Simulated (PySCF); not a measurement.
# C₃H₁₁ClGeSi: NMR shieldings

Aim: compute the NMR shieldings of C₃H₁₁ClGeSi (`CC[Si@H]([GeH3])CCl`).

Programs: PySCF 2.14.0, with routines of our own; each step states its level. All values are computed. Atoms count from 0.

### Step 1. The system as given

17 atoms, charge 0, multiplicity 1; geometry from: GFN2-xTB.

### Step 2. NMR shieldings: PBE/pcSseg-1 Ge:us-x2c-TZVPall-2c, spin–orbit

Job settings and geometry (Å):

```
{"job": {"kind": "hnmr", "xc": "PBE", "basis": {"default": "pcSseg-1", "Ge": "us-x2c-TZVPall-2c"}, "rel": "so"}, "charge": 0, "multiplicity": 1}
C     -1.450695    -1.187900     0.819205
C     -1.133860    -0.974867    -0.657365
Si     0.299949     0.253401    -0.929908
Ge     2.175327    -0.230763     0.389007
C     -0.270005     2.001526    -0.355736
Cl     0.550017     2.383217     1.179820
H     -2.256034    -1.909948     0.943635
H     -1.755763    -0.255306     1.289730
H     -0.573787    -1.564464     1.345731
H     -0.869422    -1.933190    -1.106643
H     -2.028478    -0.625073    -1.175014
H      0.576658     0.350678    -2.373118
H      3.263812     0.793427     0.326164
H      1.929418    -0.437396     1.850562
H      2.866716    -1.502199    -0.024993
H      0.007982     2.780677    -1.060275
H     -1.338832     2.070210    -0.171787
```

Level: PBE/pcSseg-1 Ge:us-x2c-TZVPall-2c GIAO NMR shielding, X2C with spin-orbit coupling, screened-nuclear two-electron part, Gaussian nuclei, gas phase.

Run with:

```
OMP_NUM_THREADS=1 python heavy_run.py task.json out
```

The driver reads the jobs from task.json and runs them one after another.

What it wrote:

```text
spin-free SCF
coarse grid: 62880 points
cycle   1  E = -2970.3419118238  dE =  1.769e-01  |g| = 7.927e-01  |ddm| = 3.835e+00
cycle   2  E = -2970.2039321855  dE =  1.380e-01  |g| = 1.173e+00  |ddm| = 1.408e+00
cycle   3  E = -2970.4352961297  dE = -2.314e-01  |g| = 1.229e-01  |ddm| = 9.899e-01
cycle   4  E = -2970.4394364756  dE = -4.140e-03  |g| = 4.122e-02  |ddm| = 1.899e-01
cycle   5  E = -2970.4398121266  dE = -3.757e-04  |g| = 1.368e-02  |ddm| = 4.913e-02
cycle   6  E = -2970.4398566396  dE = -4.451e-05  |g| = 3.275e-03  |ddm| = 1.611e-02
cycle   7  E = -2970.4398591194  dE = -2.480e-06  |g| = 1.278e-03  |ddm| = 3.839e-03
final grid: 129432 points
cycle   8  E = -2970.4398387305  dE =  9.715e-07  |g| = 2.464e-03  |ddm| = 4.391e-03
cycle   9  E = -2970.4398341988  dE =  4.532e-06  |g| = 4.883e-03  |ddm| = 6.628e-03
cycle  10  E = -2970.4398402546  dE = -6.056e-06  |g| = 2.558e-04  |ddm| = 4.397e-03
cycle  11  E = -2970.4398402685  dE = -1.391e-08  |g| = 2.589e-05  |ddm| = 2.464e-04
cycle  12  E = -2970.4398402686  dE = -1.446e-10  |g| = 8.690e-06  |ddm| = 3.562e-05
converged SCF energy = -2970.4398402686
two-component SCF
cycle   1  E = -2970.4024770983  dE = -2.970e+03  |FDS-SDF| = 5.394e+00
cycle   2  E = -2970.4815347901  dE = -7.906e-02  |FDS-SDF| = 5.639e-03
cycle   3  E = -2970.4815348675  dE = -7.741e-08  |FDS-SDF| = 6.929e-04
cycle   4  E = -2970.4815348565  dE =  1.099e-08  |FDS-SDF| = 5.058e-04
cycle   5  E = -2970.4815348833  dE = -2.683e-08  |FDS-SDF| = 2.902e-05
converged, E = -2970.4815348833

Field gradients (au) and densities at the nuclei (bohr^-3)
atom        Vxx        Vyy        Vzz        centre      nuclear mean
  0 C     -0.0388    -0.0438     0.0825        114.339        114.339
  1 C     -0.0023    -0.0485     0.0509        114.370        114.370
  2 Si    -0.0731    -0.1630     0.2361       1576.146       1576.126
  3 Ge    -0.0120    -0.0663     0.0783      28316.381      28301.588
  4 C     -0.2076    -0.2850     0.4925        114.472        114.472
  5 Cl    -1.9626    -2.0267     3.9893       2816.974       2816.922
  6 H     -0.1548    -0.1596     0.3144          0.387          0.387
  7 H     -0.1525    -0.1614     0.3139          0.387          0.387
  8 H     -0.1502    -0.1593     0.3096          0.387          0.387
  9 H     -0.1534    -0.1591     0.3125          0.382          0.382
 10 H     -0.1534    -0.1599     0.3133          0.382          0.382
 11 H     -0.0778    -0.0809     0.1587          0.362          0.362
 12 H     -0.0831    -0.0847     0.1678          0.348          0.348
 13 H     -0.0823    -0.0846     0.1669          0.348          0.348
 14 H     -0.0803    -0.0811     0.1615          0.350          0.350
 15 H     -0.1458    -0.1683     0.3142          0.382          0.382
 16 H     -0.1462    -0.1688     0.3150          0.382          0.382
without picture change
  3 Ge                           0.0829                     41249.391

Core orbital energies (eV)
atom   shell        mean    spread
  2 Si 1s        -1784.237   0.000
  2 Si 2s         -138.296   0.000
  2 Si 2p1/2       -94.826   0.000
  2 Si 2p3/2       -94.204   0.021
  3 Ge 1s       -10949.645   0.000
  3 Ge 2s        -1370.803   0.000
  3 Ge 3s         -167.438   0.000
  3 Ge 4s          -14.768   0.000
  3 Ge 2p1/2     -1219.103   0.000
  3 Ge 2p3/2     -1187.638   0.002
  3 Ge 3p1/2      -117.448   0.000
  3 Ge 3p3/2      -113.220   0.007
  3 Ge 3d3/2       -28.759   0.009
  3 Ge 3d5/2       -28.208   0.066
  5 Cl 1s        -2748.749   0.000
  5 Cl 2s         -251.317   0.000
  5 Cl 3s          -20.631   0.000
  5 Cl 2p1/2      -191.496   0.000
  5 Cl 2p3/2      -189.835   0.207

Shielding tensors (ppm)
atom      isotropic    diamagn.    paramagn.     s11        s22        s33       span
  0 C       171.07      247.91      -76.85     162.07     169.37     181.75      19.68
  1 C       171.11      251.61      -80.50     168.23     169.69     175.41       7.18
  2 Si      325.03      866.91     -541.89     258.91     343.76     372.40     113.50
  3 Ge     1888.33     2650.47     -762.14    1869.06    1894.08    1901.86      32.80
  4 C       153.37      252.99      -99.62     131.80     143.55     184.76      52.96
  5 Cl      807.18     1123.12     -315.94     644.42     794.57     982.56     338.14
  6 H        30.13       28.35        1.77      24.93      27.36      38.10      13.17
  7 H        30.42       31.20       -0.78      25.74      30.37      35.16       9.42
  8 H        30.36       31.06       -0.70      24.97      31.34      34.77       9.80
  9 H        30.58       30.71       -0.13      26.25      28.19      37.32      11.07
 10 H        30.61       30.68       -0.07      26.23      28.33      37.27      11.05
 11 H        26.30       29.08       -2.78      23.32      23.81      31.76       8.44
 12 H        28.51       28.52       -0.01      21.25      24.40      39.88      18.64
 13 H        28.28       29.00       -0.72      22.28      24.03      38.52      16.24
 14 H        28.69       28.60        0.08      21.89      22.84      41.33      19.44
 15 H        28.44       29.63       -1.20      22.56      26.96      35.78      13.22
 16 H        28.65       31.19       -2.54      24.05      27.10      34.81      10.76
```

Run time: 2.2 min. Hardware: 1 thread of Arm Neoverse N1, shared host; peak memory 1 GiB.

Key values:

```tsv
quantity	value
energy from spin-orbit coupling	-0.0417 Eh
```

### Step 3. NMR shieldings: PBE/pcSseg-1 Ge:us-x2c-TZVPall-2c, spin-free

The job, as its differences from that of step 2:

```diff
@@ -1,2 +1,2 @@
-{"job": {"kind": "hnmr", "xc": "PBE", "basis": {"default": "pcSseg-1", "Ge": "us-x2c-TZVPall-2c"}, "rel": "so"}, "charge": 0, "multiplicity": 1}
+{"job": {"kind": "hnmr", "xc": "PBE", "basis": {"default": "pcSseg-1", "Ge": "us-x2c-TZVPall-2c"}, "rel": "sf"}, "charge": 0, "multiplicity": 1}
 C     -1.450695    -1.187900     0.819205
```

Level: PBE/pcSseg-1 Ge:us-x2c-TZVPall-2c GIAO NMR shielding, spin-free X2C, Gaussian nuclei, gas phase.

What it wrote:

```text
spin-free SCF
coarse grid: 62880 points
cycle   1  E = -2970.3419118238  dE =  1.769e-01  |g| = 7.927e-01  |ddm| = 3.835e+00
cycle   2  E = -2970.2039321855  dE =  1.380e-01  |g| = 1.173e+00  |ddm| = 1.408e+00
cycle   3  E = -2970.4352961297  dE = -2.314e-01  |g| = 1.229e-01  |ddm| = 9.899e-01
cycle   4  E = -2970.4394364756  dE = -4.140e-03  |g| = 4.122e-02  |ddm| = 1.899e-01
cycle   5  E = -2970.4398121266  dE = -3.757e-04  |g| = 1.368e-02  |ddm| = 4.913e-02
cycle   6  E = -2970.4398566396  dE = -4.451e-05  |g| = 3.275e-03  |ddm| = 1.611e-02
cycle   7  E = -2970.4398591194  dE = -2.480e-06  |g| = 1.278e-03  |ddm| = 3.839e-03
final grid: 129432 points
cycle   8  E = -2970.4398387305  dE =  9.715e-07  |g| = 2.464e-03  |ddm| = 4.391e-03
cycle   9  E = -2970.4398341988  dE =  4.532e-06  |g| = 4.883e-03  |ddm| = 6.628e-03
cycle  10  E = -2970.4398402546  dE = -6.056e-06  |g| = 2.558e-04  |ddm| = 4.397e-03
cycle  11  E = -2970.4398402685  dE = -1.391e-08  |g| = 2.589e-05  |ddm| = 2.464e-04
cycle  12  E = -2970.4398402686  dE = -1.446e-10  |g| = 8.690e-06  |ddm| = 3.562e-05
converged SCF energy = -2970.4398402686
check of the scalar solution
cycle   1  E = -2970.4398402687  dE = -2.970e+03  |FDS-SDF| = 8.690e-06
cycle   2  E = -2970.4398402686  dE =  5.093e-11  |FDS-SDF| = 1.472e-05
converged, E = -2970.4398402686

Field gradients (au) and densities at the nuclei (bohr^-3)
atom        Vxx        Vyy        Vzz        centre      nuclear mean
  0 C     -0.0388    -0.0438     0.0825        114.339        114.339
  1 C     -0.0023    -0.0485     0.0509        114.370        114.370
  2 Si    -0.0731    -0.1630     0.2361       1576.149       1576.130
  3 Ge    -0.0119    -0.0664     0.0782      28315.029      28300.236
  4 C     -0.2076    -0.2850     0.4926        114.472        114.472
  5 Cl    -1.9628    -2.0270     3.9898       2816.990       2816.939
  6 H     -0.1548    -0.1596     0.3144          0.387          0.387
  7 H     -0.1525    -0.1614     0.3139          0.387          0.387
  8 H     -0.1502    -0.1593     0.3096          0.387          0.387
  9 H     -0.1534    -0.1591     0.3125          0.382          0.382
 10 H     -0.1534    -0.1599     0.3133          0.382          0.382
 11 H     -0.0778    -0.0809     0.1587          0.362          0.362
 12 H     -0.0831    -0.0847     0.1678          0.348          0.348
 13 H     -0.0824    -0.0846     0.1670          0.348          0.348
 14 H     -0.0804    -0.0811     0.1615          0.350          0.350
 15 H     -0.1458    -0.1683     0.3141          0.382          0.382
 16 H     -0.1462    -0.1688     0.3150          0.382          0.382
without picture change
  3 Ge                           0.0829                     41249.672

Core orbital energies (eV)
atom   shell        mean    spread
  2 Si 1s        -1784.237   0.000
  2 Si 2s         -138.295   0.000
  2 Si 2p          -94.411   0.037
  3 Ge 1s       -10949.779   0.000
  3 Ge 2s        -1370.825   0.000
  3 Ge 3s         -167.439   0.000
  3 Ge 4s          -14.769   0.000
  3 Ge 2p        -1197.991   0.003
  3 Ge 3p         -114.609   0.011
  3 Ge 3d          -28.428   0.109
  5 Cl 1s        -2748.748   0.000
  5 Cl 2s         -251.317   0.000
  5 Cl 3s          -20.631   0.000
  5 Cl 2p         -190.388   0.337

Shielding tensors (ppm)
atom      isotropic    diamagn.    paramagn.     s11        s22        s33       span
  0 C       170.68      247.61      -76.93     161.99     168.76     181.29      19.30
  1 C       170.49      251.34      -80.85     167.98     169.06     174.42       6.45
  2 Si      332.18      877.03     -544.86     264.32     351.04     381.17     116.86
  3 Ge     1703.24     2766.83    -1063.59    1683.75    1711.25    1714.72      30.97
  4 C       150.11      252.72     -102.61     126.86     139.60     183.86      57.00
  5 Cl      821.11     1140.74     -319.63     654.34     804.07    1004.92     350.58
  6 H        30.12       28.36        1.76      24.90      27.36      38.10      13.19
  7 H        30.42       31.20       -0.78      25.73      30.35      35.17       9.44
  8 H        30.35       31.06       -0.71      24.95      31.32      34.77       9.83
  9 H        30.59       30.71       -0.12      26.26      28.19      37.32      11.06
 10 H        30.59       30.68       -0.09      26.14      28.34      37.29      11.15
 11 H        26.43       29.10       -2.68      23.51      23.90      31.87       8.36
 12 H        28.03       28.64       -0.61      20.54      23.59      39.95      19.41
 13 H        27.78       29.05       -1.27      21.36      23.40      38.56      17.20
 14 H        28.46       28.72       -0.25      21.56      22.39      41.44      19.87
 15 H        28.39       29.63       -1.24      22.50      26.91      35.75      13.25
 16 H        28.60       31.18       -2.58      24.00      27.05      34.77      10.77
```

It took 61 s on 1 thread of Arm Neoverse N1, shared host; peak memory 0.94 GiB.

### Step 4. Shieldings side by side

```tsv
run	Ge3	Cl5	Si2	C4	C1	H13	H12	time
step 2, PBE/pcSseg-1 Ge:us-x2c-TZVPall-2c, spin–orbit	1888.3	807.2	325.0	153.4	171.1	28.3	28.5	2.2 min
step 3, PBE/pcSseg-1 Ge:us-x2c-TZVPall-2c, spin-free	1703.2	821.1	332.2	150.1	170.5	27.8	28.0	61 s
```

### Step 5. Summary of results

| quantity | value |
| --- | --- |
| energy from spin-orbit coupling (step 2, PBE/pcSseg-1 Ge:us-x2c-TZVPall-2c, spin–orbit) | -0.0417 Eh |
| shieldings (step 2, PBE/pcSseg-1 Ge:us-x2c-TZVPall-2c, spin–orbit) | C0 171.1, C1 171.1, Si2 325.0, Ge3 1888.3, C4 153.4, Cl5 807.2 ppm |
| shieldings (step 3, PBE/pcSseg-1 Ge:us-x2c-TZVPall-2c, spin-free) | C0 170.7, C1 170.5, Si2 332.2, Ge3 1703.2, C4 150.1, Cl5 821.1 ppm |

What this shows: In step 2, Cl5 has the widest tensor, 338 ppm. Ge3 moves most between the runs, by 185 ppm; the labels say what changes from run to run.
